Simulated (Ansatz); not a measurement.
Crystal: VWC2.

```xyz
4
Lattice="1.5170 0.8759 4.9339 -1.5170 0.8759 4.9339 0.0000 -1.7517 4.9339" Properties=species:S:1:pos:R:3 pbc="T T T"
W     0.0000    0.0000    0.0000
V     0.0000    0.0000    7.4008
C     0.0000    0.0000    3.6485
C     0.0000    0.0000   11.1532
```

The cell comes from a database or a generator and needn't be the stable form of this composition.

| Property | Result |
| --- | --- |
| Program | Ansatz 0.2.0 |
| Task | single point |
| Functional | PBEsol |
| Potentials or basis | Ansatz PAW |
| Cutoff | 420 eV (not typed: the program's choice for these potentials) |
| k mesh | 10 × 10 × 10 |
| Occupations | fermi-dirac, width 0.05 eV |
| Spin | collinear spin, ferromagnetic start |
| Starting moments | [0.0, 2.0, 0.0, 0.0] μB |

On this cell: pressure -10.6 GPa; largest force 0.108 eV/Å; net moment 0.00 μB per cell; band gap on the k mesh none (metal or under the smearing width).

The same run follows on a disturbed copy (atoms moved at random, drawn with an rms of 0.05 Å):

```xyz
4
Lattice="1.5170 0.8759 4.9339 -1.5170 0.8759 4.9339 0.0000 -1.7517 4.9339" Properties=species:S:1:pos:R:3 pbc="T T T"
W    -0.0511   -0.0736    0.0110
V    -0.0447    0.0004    7.3913
C     0.0272    0.0500    3.6412
C    -0.0279   -0.0150   11.1734
```

Question: What does the disturbed cell give?

Answer: The energy (extrapolated to zero smearing) moves by +20.8 meV/atom; pressure -9.6 GPa; largest force 1.285 eV/Å; net moment 0.00 μB per cell; band gap on the k mesh none (metal or under the smearing width).

Forces on the atoms (eV/Å):
```
W    0.516  0.574  0.162
V    0.314  0.327 -0.048
C   -0.870 -0.901  0.288
C    0.040  0.000 -0.402
```

Stress tensor (GPa, compression positive):
```
 -9.39   0.70   1.59
  0.70 -10.10   0.27
  1.59   0.27  -9.43
```

Caveats: the PAW data sets come from PBE, with cores solved anew for the run's functional, which leaves a small shift of forces and pressure; the starting moments weren't kept.
